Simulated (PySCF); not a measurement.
# BiF3: other functionals and bases at one geometry

An exercise on one series of results from a longer session: the logs are not shown, and one member is left open.

Method: several levels, as the steps say, no spin–orbit coupling; program: PySCF 2.14.0.

4 further runs of the same task are left out: 2 for a known fault of the program, 1 that didn't finish, 1 set aside as unsound or not needed.

**Where the work starts**

4 atoms, charge 0, spin multiplicity 1.

Bond lengths: Bi1–F2 2.022 Å, Bi1–F3 2.022 Å, Bi1–F4 2.022 Å. Angles: F2–Bi1–F3 96.4°, F2–Bi1–F4 96.4°, F3–Bi1–F4 96.4°.

As a file:

```
Bi    0.00000    0.00000    0.60077
F     1.74140    0.00000   -0.42753
F    -0.87070    1.50810   -0.42753
F    -0.87070   -1.50810   -0.42753
```

Formal oxidation states: Bi +3. An earlier session relaxed this geometry at r2SCAN, Bi def2-SVP with ECP60, F def2-SVP (singlet, point group C3v).

At r2SCAN on the finer grid: E = -513.962071 Eh, HOMO -8.54 eV, LUMO -2.07 eV, Mulliken charge on Bi1 +1.34 e, largest force component 0.178 eV/Å. 

Levels to run: PBE0; revPBE; BP86; BLYP; r2SCAN, TZVP; r2SCAN, x2c-SVP. Hardware: 2 threads of Arm Neoverse V1, shared host.

The first run:

The input, run.py (the lines that set the calculation):

```python
mol = gto.M(atom='''
Bi     0.00000     0.00000     0.60077
F      1.74140     0.00000    -0.42753
F     -0.87070     1.50810    -0.42753
F     -0.87070    -1.50810    -0.42753''',
    basis={'Bi': 'def2-SVP', 'F': 'def2-SVP'},
    ecp={'Bi': 'def2-SVP'},
    charge=0, spin=0)
mf = dft.RKS(mol, xc='PBE0')
mf.grids.atom_grid = (75, 302)
mf = mf.density_fit()  # fitting sets: Bi def2-universal-JKFIT, F def2-universal-JKFIT
mf.conv_tol = 1e-08; mf.max_cycle = 55
mf.kernel(dm0)  # dm0: the density of the relaxed state
```

Started as:

```sh
OMP_NUM_THREADS=2 python run.py
```

Steps of the session up to this table: PBE0; revPBE; BP86; BLYP; r2SCAN, TZVP; r2SCAN, x2c-SVP.

One table of the session follows, with a row left open; its other results are not shown here.

| level | HOMO (eV) | gap (eV) | charge on Bi1 (e) | dipole (D) | largest force component (eV/Å) |
| --- | --- | --- | --- | --- | --- |
| r2SCAN (relaxed here) | -8.54 | 6.47 | 1.34 | 4.89 | 0.18 |
| PBE0 | -9.72 | 8.14 | 1.38 | 5.08 | 0.12 |
| revPBE | -7.96 | 5.85 | 1.22 | 4.59 | 1.04 |
| BP86 | ? | ? | ? | ? | ? |
| BLYP | -7.89 | 5.75 | 1.20 | 4.55 | 1.06 |
| r2SCAN, TZVP | -8.97 | 6.65 | 1.42 | 5.02 | 0.78 |
| r2SCAN, x2c-SVP | -8.56 | 6.51 | 1.39 | 4.86 | 0.64 |

Estimate the missing values for BP86.

**Answer.** HOMO (eV): -8.18; gap (eV): 5.86; charge on Bi1 (e): 1.20; dipole (D): 4.58; largest force component (eV/Å): 0.74. In the column «HOMO (eV)» it lies between r2SCAN (relaxed here) (-8.54) and revPBE (-7.96).

In one basis the HOMO–LUMO gap runs from 5.75 eV (BLYP) to 8.14 eV (PBE0). The largest leftover force, 1.06 eV/Å with BLYP, stands at a geometry relaxed at another level. Total energies of different levels can't be compared.
